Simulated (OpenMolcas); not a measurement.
**CHClGeNO (SMILES O=C=[N][GeH][Cl]): levels of theory compared**

Aim: a comparison of 5 runs (UHF/def2-SVP, UBLYP/def2-SVP, UM06-L/def2-SVP, USVWN5/def2-SVP, UB3LYP/6-31G*) of CHClGeNO. 

The calculation is run with OpenMolcas 26.06.

## 1. The molecule

CHClGeNO: 6 atoms, total charge 0, spin state doublet. SMILES: `O=C=[N][GeH][Cl]`. Geometry: relaxed at PBE0-D4/def2-TZVP. This is one conformer, not always the lowest.

Bond lengths: O1–C2 1.162 Å, C2–N3 1.206 Å, N3–Ge4 1.830 Å, Ge4–Cl5 2.157 Å, Ge4–H6 1.549 Å. Angles: O1–C2–N3 176.3°, C2–N3–Ge4 138.6°, N3–Ge4–Cl5 107.6°, N3–Ge4–H6 105.4°, Cl5–Ge4–H6 108.2°.

## 2. Energy and gradient at UHF/def2-SVP (run 1)

run.input reads:

```
* CHClGeNO Hartree-Fock

&GATEWAY
 BASLIB
 $CurrDir
 COORD
 6
 bohr
 O      0.04554240    -3.05587612    -4.24262412
 C     -0.45901448    -1.92752065    -2.42773115
 N     -1.08697047    -0.85850258    -0.51589523
 Ge    -0.28969501     2.01690469     1.23040068
 Cl     3.67910779     1.84475064     2.14068175
 H     -1.80979071     1.85930153     3.72786273
 BASIS
 def2-SVP
 GROUP
 NoSym

&SEWARD

&SCF
 UHF
 SPIN
 2
 THRESHOLDS
 1e-10 1e-07 1e-07 1e-05
 PRORBITALS
 1 2

&ALASKA
```

The basis set def2-SVP is read from a file made from the Basis Set Exchange's data (not shown).

Launch:

```bash
export MOLCAS_MEM=1860
pymolcas run.input > run.log
```

The program printed:

```text
--- Start Module: gateway ---
[...]
--- Stop Module: gateway /rc=_RC_ALL_IS_WELL_ ---
[...]
      Basis functions           97
[...]
--- Start Module: scf ---
[...]
       Convergence after  20 Iterations
[...]
::    Total SCF energy                              -2702.1373767543
[...]
      Total spin, S                                     0.5031824971
[...]
      Total electronic charge=   71.000000
      Total            charge=   -0.000000
[...]
      Dipole Moment (debye):
      Origin of the operator (angstrom)=    0.2976    0.4579    0.2277
                   X= -1.5119E+00               Y=  2.1434E+00               Z=  9.9130E-01           Total=  2.8040E+00
      Quadrupole Moment (debye*angstrom):
[...]
--- Stop Module: scf /rc=_RC_ALL_IS_WELL_ ---
[...]
--- Start Module: alaska ---
[...]
 *              Molecular gradients               *
 **************************************************
  Irreducible representation: a
 ------------------------------------------------------------------------------------------
                              X                       Y                       Z
 ------------------------------------------------------------------------------------------
  O1                9.22671608453296E-03   -2.39231023236073E-02   -3.64257142925020E-02
  C2                1.06831803271268E-03    1.51431667136581E-02    1.35267459561943E-02
  N3               -1.17965675908884E-02    7.85399152090882E-03    2.61230874702214E-02
  GE4               8.49013938167786E-03    3.87332288340048E-03   -8.43455041127017E-03
  CL5              -4.14639910184889E-03   -6.50723623947691E-04   -2.60380495818779E-04
  H6               -2.84220680618485E-03   -2.29665517054676E-03    5.47081177324849E-03
 ------------------------------------------------------------------------------------------
[...]
```

It took 19 s on 1 thread of AMD EPYC 7R43 (Zen 3), shared host; peak memory 0.54 GiB.

## 3. Energy and gradient at UBLYP/def2-SVP (run 2)

calc.input reads:

```
&GATEWAY
BASLIB=$CurrDir
COORD
6
angstrom
O        0.024100      -1.617100      -2.245100
C       -0.242900      -1.020000      -1.284700
N       -0.575200      -0.454300      -0.273000
Ge      -0.153300       1.067300       0.651100
Cl       1.946900       0.976200       1.132800
H       -0.957700       0.983900       1.972700
BASIS=def2-SVP
GROUP=NoSym
&SEWARD
GRIDINPUT
Grid=UltraFine
End of Grid
&SCF
UHF
SPIN=2
KSDFT=BLYP
THRESHOLDS=1e-10 1e-07 1e-07 1e-05
PRORBITALS=1 2
&ALASKA
```

The basis set def2-SVP is read from a file made from the Basis Set Exchange's data (not shown).

Launch:

```bash
export MOLCAS_MEM=1860
pymolcas calc.input > calc.log
```

The program printed:

```text
--- Start Module: gateway ---
[...]
--- Stop Module: gateway /rc=_RC_ALL_IS_WELL_ ---
[...]
      Basis functions           97
[...]
--- Start Module: scf ---
[...]
       Convergence after  20 Iterations
[...]
::    Total KS-DFT energy                           -2705.4112640878
[...]
      Total spin, S                                     0.5006585044
[...]
      Total electronic charge=   71.000000
      Total            charge=   -0.000000
[...]
      Dipole Moment (debye):
      Origin of the operator (angstrom)=    0.2976    0.4579    0.2277
                   X= -1.0073E+00               Y=  1.2748E+00               Z=  7.6760E-01           Total=  1.7970E+00
      Quadrupole Moment (debye*angstrom):
[...]
--- Stop Module: scf /rc=_RC_ALL_IS_WELL_ ---
[...]
--- Start Module: alaska ---
[...]
 *              Molecular gradients               *
 **************************************************
  Irreducible representation: a
 ------------------------------------------------------------------------------------------
                              X                       Y                       Z
 ------------------------------------------------------------------------------------------
  O1               -9.72817471401033E-03    2.19241552279676E-02    3.52290628050334E-02
  C2                9.69933710153636E-04   -1.16972877651200E-03   -2.61245276716560E-03
  N3                1.19407686269764E-02   -7.09208893045954E-03   -2.34667618552793E-02
  GE4               1.03642976598195E-02   -1.57863778038205E-02    2.24330282728591E-03
  CL5              -1.77430330075836E-02    6.57411035952737E-04   -4.57457155336094E-03
  H6                4.19620772463958E-03    1.46662924674862E-03   -6.81857945659470E-03
 ------------------------------------------------------------------------------------------
[...]
```

Wall time 47 s (1 thread of AMD EPYC 7R43 (Zen 3), shared host); peak memory 0.54 GiB.

Run 3 isn't shown in full; the table further down has it.

## 4. Energy and forces at USVWN5/def2-SVP (run 4)

test.input reads:

```
>>> EXPORT MOLCAS_PRINT=2

&GATEWAY
  BASLIB=$CurrDir
  COORD
  6
  angstrom
  O        0.024100      -1.617100      -2.245100
  C       -0.242900      -1.020000      -1.284700
  N       -0.575200      -0.454300      -0.273000
  Ge      -0.153300       1.067300       0.651100
  Cl       1.946900       0.976200       1.132800
  H       -0.957700       0.983900       1.972700
  BASIS=def2-SVP
  GROUP=NoSym

&SEWARD
  GRIDINPUT
  Grid=UltraFine
  End of Grid

&SCF
  UHF
  SPIN=2
  KSDFT=SVWN5
  THRESHOLDS=1e-10 1e-07 1e-07 1e-05
  PRORBITALS=1 2

&ALASKA
```

The basis set def2-SVP is read from a file made from the Basis Set Exchange's data (not shown).

Launch:

```bash
export MOLCAS_MEM=1860
pymolcas test.input > test.log
```

The program printed:

```text
--- Start Module: gateway ---
[...]
--- Stop Module: gateway /rc=_RC_ALL_IS_WELL_ ---
[...]
      Basis functions           97
[...]
--- Start Module: scf ---
[...]
       Convergence after  21 Iterations
[...]
::    Total KS-DFT energy                           -2699.4509842180
[...]
      Total spin, S                                     0.5004323606
[...]
      Total electronic charge=   71.000000
      Total            charge=   -0.000000
[...]
      Dipole Moment (debye):
      Origin of the operator (angstrom)=    0.2976    0.4579    0.2277
                   X= -1.0330E+00               Y=  1.2837E+00               Z=  9.0082E-01           Total=  1.8779E+00
      Quadrupole Moment (debye*angstrom):
[...]
--- Stop Module: scf /rc=_RC_ALL_IS_WELL_ ---
[...]
--- Start Module: alaska ---
[...]
 *              Molecular gradients               *
 **************************************************
  Irreducible representation: a
 ------------------------------------------------------------------------------------------
                              X                       Y                       Z
 ------------------------------------------------------------------------------------------
  O1               -4.70154919785681E-03    1.05729317816561E-02    1.71107797685366E-02
  C2                1.98857445681044E-04    2.22795534132958E-03    1.46809092342570E-03
  N3                2.51057621886552E-03   -1.45574643090196E-02   -1.91407661338996E-02
  GE4               7.16967584217798E-04   -1.54705830667012E-04    4.56720235283559E-03
  CL5              -6.80512231355124E-04    6.90039013993449E-04   -3.55539359057744E-04
  H6                1.95566018042381E-03    1.22124400269602E-03   -3.64976755185609E-03
 ------------------------------------------------------------------------------------------
[...]
```

Wall time 37 s (1 thread of AMD EPYC 7R43 (Zen 3), shared host); peak memory 0.54 GiB.

## 5. Energy and gradient at UB3LYP/6-31G(d) (Cartesian functions) (run 5)

mol.input reads:

```
* CHClGeNO Kohn-Sham DFT
>>> EXPORT MOLCAS_PRINT=2

&GATEWAY
 BasLib
 $CurrDir
 Coord
 6
 angstrom
 O        0.024100      -1.617100      -2.245100
 C       -0.242900      -1.020000      -1.284700
 N       -0.575200      -0.454300      -0.273000
 Ge      -0.153300       1.067300       0.651100
 Cl       1.946900       0.976200       1.132800
 H       -0.957700       0.983900       1.972700
 Basis
 6-31Gs
 Group
 NoSym

&SEWARD
 GridInput
 Grid=UltraFine
 End of Grid

&SCF
 UHF
 Spin
 2
 KSDFT
 B3LYP
 Thresholds
 1e-10 1e-07 1e-07 1e-05
 PrOrbitals
 0

&ALASKA
```

The basis set 6-31G* is read from a file made from the Basis Set Exchange's data (not shown).

Launch:

```bash
export MOLCAS_MEM=1860
pymolcas mol.input > mol.log
```

The program printed:

```text
--- Start Module: gateway ---
[...]
--- Stop Module: gateway /rc=_RC_ALL_IS_WELL_ ---
[...]
      Basis functions          101
[...]
--- Start Module: scf ---
[...]
       Convergence after  20 Iterations
[...]
::    Total KS-DFT energy                           -2705.6739572069
[...]
      Total spin, S                                     0.5011276767
[...]
      Total electronic charge=   71.000000
      Total            charge=   -0.000000
[...]
      Dipole Moment (debye):
      Origin of the operator (angstrom)=    0.2976    0.4579    0.2277
                   X= -1.4793E+00               Y=  1.4102E+00               Z=  8.3265E-01           Total=  2.2069E+00
      Quadrupole Moment (debye*angstrom):
[...]
--- Stop Module: scf /rc=_RC_ALL_IS_WELL_ ---
[...]
--- Start Module: alaska ---
[...]
 *              Molecular gradients               *
 **************************************************
  Irreducible representation: a
 ------------------------------------------------------------------------------------------
                              X                       Y                       Z
 ------------------------------------------------------------------------------------------
  O1               -5.86503881766909E-03    1.42293746669004E-02    2.23466706606388E-02
  C2                5.60307992341080E-04   -4.10787068510743E-03   -4.73889688068185E-03
  N3                7.45120618154615E-03   -2.94540712964420E-03   -1.34884556752386E-02
  GE4               8.46892384885578E-03   -8.65948321866483E-03    3.05593740565602E-03
  CL5              -1.22792496883477E-02    4.38938280411527E-04   -3.63265461953333E-03
  H6                1.66385048323381E-03    1.04444808606879E-03   -3.54260089085034E-03
 ------------------------------------------------------------------------------------------
[...]
```

Run time: 73 s. Hardware: 1 thread of AMD EPYC 7R43 (Zen 3), shared host; peak memory 0.57 GiB.

## 6. Overview of the runs

```tsv
run	level	integration grid	task	energy (Eh)	dipole moment (D)	HOMO energy (eV)	LUMO energy (eV)	wall time
1	UHF/def2-SVP	–	gradient	-2702.137377	2.80	-9.92	-0.03	19 s
2	UBLYP/def2-SVP	UltraFine	gradient	-2705.411264	1.80	-5.42	-4.53	47 s
3	UM06-L/def2-SVP	UltraFine	energy	-2705.322452	2.21	-5.88	-4.75	58 s
4	USVWN5/def2-SVP	UltraFine	gradient	-2699.450984	1.88	-5.69	-4.88	37 s
5	UB3LYP/6-31G* (Cartesian functions)	UltraFine	gradient	-2705.673957	2.21	-6.65	-4.17	73 s
```

## 7. What came out

| quantity | value |
| --- | --- |
| run 5: total energy | -2705.67396 Eh |
| run 5: dipole moment | 2.21 D |
| run 5: HOMO energy (highest over α and β) | -6.65 eV |
| run 5: LUMO energy (lowest over α and β) | -4.17 eV |
| run 5: ⟨S²⟩ | 0.752 |
| run 5: largest force on an atom | 1.395 eV/Å |

**Reading.** The dipole moment (its size) runs from 1.80 D (UBLYP/def2-SVP) to 2.80 D (UHF/def2-SVP). Totals of different functionals can't be ranked against each other. All runs together took 3.9 min, the longest 73 s.
